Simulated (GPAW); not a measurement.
# Ag3Au (I4/mmm) in GPAW: equation of state with LDA

Aim: the equation of state of Ag3Au with LDA.

Program: GPAW 26.7.0. These are calculated values, not measurements. Logs are shortened: lines on timing, memory, paths and dates and some standing lists are left out, and cuts for length are marked. The log counts tension as positive stress, the text compression.

### 1 The crystal as given

It takes space group I4/mmm (No. 139, tetragonal). The conventional cell has a = 4.119 Å, b = 4.119 Å, c = 8.195 Å, α = 90.00°, β = 90.00°, γ = 90.00°. Au (site symmetry 4/mmm) is surrounded by 12 Ag at 2.91 Å. Ag (site symmetry 4/mmm) is surrounded by 8 Ag at 2.91 Å and 4 Au at 2.91 Å. Around Ag (site symmetry -4m2) lie 4 Au at 2.91 Å and 8 Ag at 2.91 Å.

The cell comes from a database or a generator and needn't be the stable form of this composition.

### 2 Equation of state, LDA

Input file run.py:

```python
from ase import Atoms
from ase.eos import EquationOfState
from ase.io import Trajectory
from ase.units import GPa
from gpaw import GPAW, PW

atoms = Atoms(['Au', 'Ag', 'Ag', 'Ag'],
              cell=[[-2.059501, 2.059501, 4.09760052],
                    [2.059501, -2.059501, 4.09760052],
                    [2.059501, 2.059501, -4.09760052]],
              scaled_positions=[[0.0, 0.0, 0.0],
                                [0.5, 0.5, 0.0],
                                [0.25, 0.75, 0.5],
                                [0.75, 0.25, 0.5]],
              pbc=True)

traj = Trajectory('eos.traj', 'w')
volumes, energies = [], []
for x in [0.94, 0.96, 0.98, 1.0, 1.02, 1.04, 1.06]:
    a = atoms.copy()
    a.set_cell(atoms.cell * x**(1 / 3), scale_atoms=True)
    calc = GPAW(mode=PW(600),
                xc='LDA',
                kpts={'size': (6, 6, 6), 'gamma': True},
                occupations={'name': 'fermi-dirac', 'width': 0.05},
                nbands=53,
                convergence={'density': 1e-05, 'energy': 1e-05},
                maxiter=150,
                txt=f'eos-{x:.2f}.txt')
    a.calc = calc
    energies.append(a.get_potential_energy(force_consistent=True))
    volumes.append(a.get_volume())
    p = -a.get_stress()[:3].mean() / GPa
    calc.write(f'eos-{x:.2f}.gpw')
    traj.write(a)
    print(f'{x:.2f} {volumes[-1]:10.4f} A^3 {energies[-1]:14.6f} eV {p:9.3f} GPa', flush=True)

v0, e0, B = EquationOfState(volumes, energies, eos='birchmurnaghan').fit()
print(f'V0 = {v0:.4f} A^3, E0 = {e0:.6f} eV, B0 = {B / GPa:.2f} GPa')
```

Potentials or basis: the program's PAW data sets (release 1.2.1) made for this functional, pw.

Launch:

```
$ OMP_NUM_THREADS=1 python run.py
```

Log:

```text
__  _  _
 | _ |_)|_||  |
 |__||  | ||/\| - 26.7.0

Input parameters:
  mode=PW(ecut=600.0),
  convergence={'density': 1e-05, 'energy': 1e-05},
  kpts=MonkhorstPack(size=(6, 6, 6), gamma=True),
  maxiter=150,
  nbands=53,
  occupations=Occupations(name='fermi-dirac', width=0.05),
  xc=XC(name='LDA')

Diagonalizing LCAO Hamiltonian
Converting LCAO to pw mode

       Ag
         Ag

            Ag

       Au

Atoms  # Å, Bohr magnetons
|   | symbol |        x |         y |        z |    initial magnetic moments |
|---|--------|----------|-----------|----------|-----------------------------|
| 0 |     Au | 0.000000 |  0.000000 | 0.000000 | ( 0.0000,  0.0000,  0.0000) |
| 1 |     Ag | 0.000000 |  0.000000 | 4.013953 | ( 0.0000,  0.0000,  0.0000) |
| 2 |     Ag | 2.017459 | -0.000000 | 2.006976 | ( 0.0000,  0.0000,  0.0000) |
| 3 |     Ag | 0.000000 |  2.017459 | 2.006976 | ( 0.0000,  0.0000,  0.0000) |

Unit cell  # Å
| periodic |         x |         y |         z |  lengths |     angles |
|----------|-----------|-----------|-----------|----------|------------|
|      yes | -2.017459 |  2.017459 |  4.013953 | 4.924641 | 131.632279 |
|      yes |  2.017459 | -2.017459 |  4.013953 | 4.924641 | 131.632279 |
|      yes |  2.017459 |  2.017459 | -4.013953 | 4.924641 |  70.810426 |

Number of symmetries: 16
Symmetry operations  # r_c * U_cc + t_c -> r_c
|    | kind |            matrix            |
|----|------|------------------------------|
|  0 |  σ   |  1, 1, 1,  0, 0,-1,  0,-1, 0 |
|  1 |  C4  |  1, 1, 1,  0, 0,-1, -1, 0, 0 |
|  2 |  E   |  1, 0, 0,  0, 1, 0,  0, 0, 1 |
|  3 |  σ   |  1, 0, 0,  0, 1, 0, -1,-1,-1 |
|  4 |  σ   |  0, 1, 0,  1, 0, 0,  0, 0, 1 |
|  5 |  C2  |  0, 1, 0,  1, 0, 0, -1,-1,-1 |
|  6 |  C2  |  0, 0, 1, -1,-1,-1,  1, 0, 0 |
|  7 |  S4  |  0, 0, 1, -1,-1,-1,  0, 1, 0 |
|  8 |  C4  |  0, 0,-1,  1, 1, 1,  0,-1, 0 |
|  9 |  σ   |  0, 0,-1,  1, 1, 1, -1, 0, 0 |
| 10 |  σ   |  0,-1, 0, -1, 0, 0,  1, 1, 1 |
| 11 |  C2  |  0,-1, 0, -1, 0, 0,  0, 0,-1 |
| 12 |  C2  | -1, 0, 0,  0,-1, 0,  1, 1, 1 |
| 13 |  i   | -1, 0, 0,  0,-1, 0,  0, 0,-1 |
| 14 |  S4  | -1,-1,-1,  0, 0, 1,  1, 0, 0 |
| 15 |  C2  | -1,-1,-1,  0, 0, 1,  0, 1, 0 |

BZ-sampling:
  Number of BZ points: 216
  Number of IBZ points: 30

  Monkhorst-Pack size: [6, 6, 6]
  Monkhorst-Pack shift: [0.08333333333333333, 0.08333333333333333, 0.08333333333333333]

K-points  # in reciprocal-cell coordinates
|     |                                coordinates |     weight |
|-----|--------------------------------------------|------------|
|   0 | (  0.00000000,   0.00000000,   0.00000000) | 0.00462963 |
|   1 | (  0.16666667,  -0.16666667,   0.00000000) | 0.01851852 |
|   2 | (  0.16666667,  -0.16666667,   0.16666667) | 0.01851852 |
|   3 | (  0.16666667,   0.00000000,   0.00000000) | 0.03703704 |
|   4 | (  0.16666667,   0.16666667,  -0.16666667) | 0.00925926 |
|   5 | (  0.33333333,  -0.33333333,   0.00000000) | 0.01851852 |
|   6 | (  0.33333333,  -0.33333333,   0.16666667) | 0.03703704 |
|   7 | (  0.33333333,  -0.33333333,   0.33333333) | 0.01851852 |
|   8 | (  0.33333333,  -0.16666667,   0.00000000) | 0.07407407 |
|   9 | (  0.33333333,  -0.16666667,   0.16666667) | 0.03703704 |
| ... |                                            |            |
|  29 | (  0.50000000,   0.50000000,   0.50000000) | 0.00462963 |

Plane wave coefficients: 2204
Cutoff: 600.0 eV

Spin-components: 1 (collinear spins)
Bands:           53
Projectors:      24
Spin-degeneracy: 2
Datatype:        complex128

Parallelization:
  kpt:    1
  domain: 1
  band:   1

Density:
  Valence electrons: 62.0
  Components: 1
  Grid points: [28 28 28]
  Charge: 0.0  # |e|

Potential:
  Grid points: [28 28 28]

species:
  Au:
    name:    Gold
    Z:       79.0
    valence: 11
    core:    68
    charge:  0.0  # [|e|]
    compensation charges:
      type: gauss
      rc: 0.42  # [Å]
      lmax: 2
    cutoffs:
      filter: 2.33  # [Å]
      core: 2.81  # [Å]
    projectors
    | kind |    occ | energy [eV] | rcut [Å] |
    |------|--------|-------------|----------|
    |   6s |  1.000 |      -6.048 |    1.323 |
    |   6p |  0.000 |      -0.888 |    1.323 |
    |   5d | 10.000 |      -7.129 |    1.323 |
    |    s |        |      21.163 |    1.323 |
    |    p |        |      26.323 |    1.323 |
    |    d |        |      20.082 |    1.323 |

    Using partial waves for Au as LCAO basis

  Ag:
    name:    Silver
    Z:       47.0
    valence: 17
    core:    30
    charge:  0.0  # [|e|]
    compensation charges:
      type: gauss
      rc: 0.40  # [Å]
      lmax: 2
    cutoffs:
      filter: 2.35  # [Å]
      core: 2.19  # [Å]
    projectors
    | kind |    occ | energy [eV] | rcut [Å] |
    |------|--------|-------------|----------|
    |   5s |  1.000 |      -4.708 |    1.286 |
    |   4p |  6.000 |     -58.678 |    1.328 |
    |   5p |  0.000 |      -0.844 |    1.328 |
    |   4d | 10.000 |      -7.664 |    1.180 |
    |    s |        |      22.503 |    1.286 |
    |    d |        |      19.547 |    1.180 |

    Using partial waves for Ag as LCAO basis

Reference energy: -949707.169696  # eV

eigensolver:
  PPCG
  Converge bands: occupied
  niter=2

density mixing:
  MSR1-Mixer
  Pratt-step length: 0.05
  Maximum mixing coefficient: 0.75
  Old densities: 10
  SVD Regularization: 0.005
  Good broyden scale: 1.0
  Trust region scale: 1.0
  Backstep threshold: 4.0
  History deletion threshold: 6.0
  Fourier metric: weight=20.0, sigma=0.015

occupation numbers:
  Fermi-Dirac:
    width: 0.0500  # eV

poisson solver:
  ecut: 4800.0  # eV

xc functional:
  name: None

convergence criteria:
- Maximum integral of absolute [dens]ity change: 1e-05 electrons / valence electron
- Maximum [total energy] change in last 3 cyles: 1e-05 eV / valence electron
- Maximum integral of absolute [eigenst]ate change: 4e-08 eV^2 / valence electron
maximum number of iterations: 150

SCF iterations
|iter     | |      energy | eigst |  dens |
|---------|-|-------------|-------|-------|
|iter:   1| |  -17.607105 | +0.08 |       |
|iter:   2| |  -17.467281 | -2.15 | -1.28 |
|iter:   3| |  -30.384737 | -0.94 | -1.28 |
|iter:   4| |  -17.247436 | -1.52 | -0.80 |
|iter:   5| |  -16.383959 | -2.21 | -1.39 |
|iter:   6| |  -16.381564 | -4.06 | -2.68 |
|iter:   7| |  -16.380602 | -5.30 | -2.92 |
|iter:   8| |  -16.380601 | -6.11 | -3.57 |
|iter:   9| |  -16.380602c| -6.93 | -4.17 |
|iter:  10| |  -16.380602c| -7.98c| -4.70 |
|iter:  11| |  -16.380602c| -7.97c| -5.09c|

Converged in 11 steps
Energy contributions relative to reference atoms: (reference = -949707.169696)

Energy contributions:
  Kinetic:         -12.584994
  Coulomb:           8.556783
  Zero:              0.482615
  External:          0.000000
  Xc:              -12.829260
  Entropy:          -0.011492
  Spinorbit:         0.000000
  ----------------------------
  Free energy:     -16.386348
  Extrapolated:    -16.380602

dipole moment: (-13.315282, -13.315282, -1.233179)  # |e|*Ang

Fermi level: 8.880
Eigenvalues  # (at kpt = [0.000, 0.000, 0.000])
| band index |      eig [eV] | occ [0-2] |
|------------|---------------|-----------|
|          0 |       -46.530 |     2.000 |
|        ... |               |           |
|         22 |         5.156 |     2.000 |
|         23 |         5.240 |     2.000 |
|         24 |         5.558 |     2.000 |
|         25 |         6.255 |     2.000 |
|         26 |         6.263 |     2.000 |
|         27 |         6.540 |     2.000 |
[... 8 lines left out ...]
|         36 |        15.987 |     0.000 |
|         37 |        16.487 |     0.000 |
|        ... |               |           |
|         52 |        34.379 |     0.000 |

No gap
No difference between direct/indirect transitions

Stress tensor  # eV/Ang^3
|        x |         y |         z |
|----------|-----------|-----------|
| 0.007407 |  0.000000 |  0.000000 |
| 0.000000 |  0.007407 | -0.000000 |
| 0.000000 | -0.000000 |  0.001310 |

# Writing to eos-0.94.gpw (mode='')
```

Run time: 14 min. Hardware: 1 thread of Arm Neoverse V1, shared host; peak memory 0.51 GiB.

Results:

```
Equilibrium volume                        : 16.25 Å³/atom (rough: see the caveat)
Bulk modulus at fixed shape and positions : 150 GPa (rough)
```

Energy against volume, from the lowest point:
```tsv
volume (Å³/atom)	energy (meV/atom)
16.337	0.00
16.685	4.98
17.033	15.77
17.380	31.60
17.728	51.79
18.075	75.72
18.423	102.88
```

Caveat: with this Au data set, volumes or pressures lay over 1.5 % or 2 GPa off other programs in two to four cells of ten; the minimum lies outside the volumes run; the cell was scaled at fixed shape and fractional positions, which overstates the stiffness of a crystal with free parameters, most of all of layers and chains. The run has no spin-orbit coupling, so splittings on Au are missing.
